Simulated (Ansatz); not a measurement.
# Li5SbO: the cost of one run

Method: DFT PBE, scalar-relativistic, plane waves, PAW, in Ansatz 0.2.0.

## 1. The starting structure

The structure is tetragonal, space group P4/mmm (No. 123). Conventional cell: a = 4.863 Å, b = 4.863 Å, c = 4.594 Å, α = 90.00°, β = 90.00°, γ = 90.00°. Li (site symmetry 2mm) is surrounded by 1 Li at 2.12 Å. Around Li (site symmetry 4/mmm) lie 8 Li at 2.65 Å. Around Sb (site symmetry 4/mmm) lie 2 O at 2.30 Å. O (site symmetry 4/mmm) has 2 Sb at 2.30 Å as nearest neighbours.

Coordinates:

```
Li Sb O
1.0
     4.86267    0.00000    0.00000
     0.00000    4.86267    0.00000
     0.00000    0.00000    4.59425
Li Sb O
5 1 1
Cartesian
  0.0000 2.4313 1.2379
  2.4313 0.0000 1.2379
  0.0000 2.4313 3.3563
  2.4313 0.0000 3.3563
  2.4313 2.4313 2.2971
  0.0000 0.0000 0.0000
  0.0000 0.0000 2.2971
```

The cell is invented: random cell by space group and Wyckoff sites (P4/mmm, No. 123). Its size is a rough estimate.

## 2. Probe: one point on a coarse mesh

Contents of input.yaml:

```yaml
crystal:
  lattice:
    - [4.86266652, 0.0, 0.0]
    - [0.0, 4.86266652, 0.0]
    - [0.0, 0.0, 4.59425363]
  atoms:
    - { symbol: Li, position: [0.0, 0.5, 0.26945403] }
    - { symbol: Li, position: [0.5, 0.0, 0.26945403] }
    - { symbol: Li, position: [0.0, 0.5, 0.73054597] }
    - { symbol: Li, position: [0.5, 0.0, 0.73054597] }
    - { symbol: Li, position: [0.5, 0.5, 0.5] }
    - { symbol: Sb, position: [0.0, 0.0, 0.0] }
    - { symbol: O, position: [0.0, 0.0, 0.5] }
basis:
  ecutwfc: 420
kpoints:
  mp_grid: { grid: [4, 4, 4] }
hamiltonian:
  xc: pbe
scf:
  occupations: { method: gaussian, width: 0.1 }
  lower_state_search: "off"
output:
  forces: true
  stress: true
  eigenvalues: true
```

Run with:

```bash
ansatz run input.yaml --threads 1 --pin off --max-ram 2048MiB --backend cpu --events-out ev --progress --plain --runs-dir out
```

What time and memory should one allow on 1 thread of Arm Neoverse V2, shared host?

About 2.7 s, with a peak of 0.35 GiB.
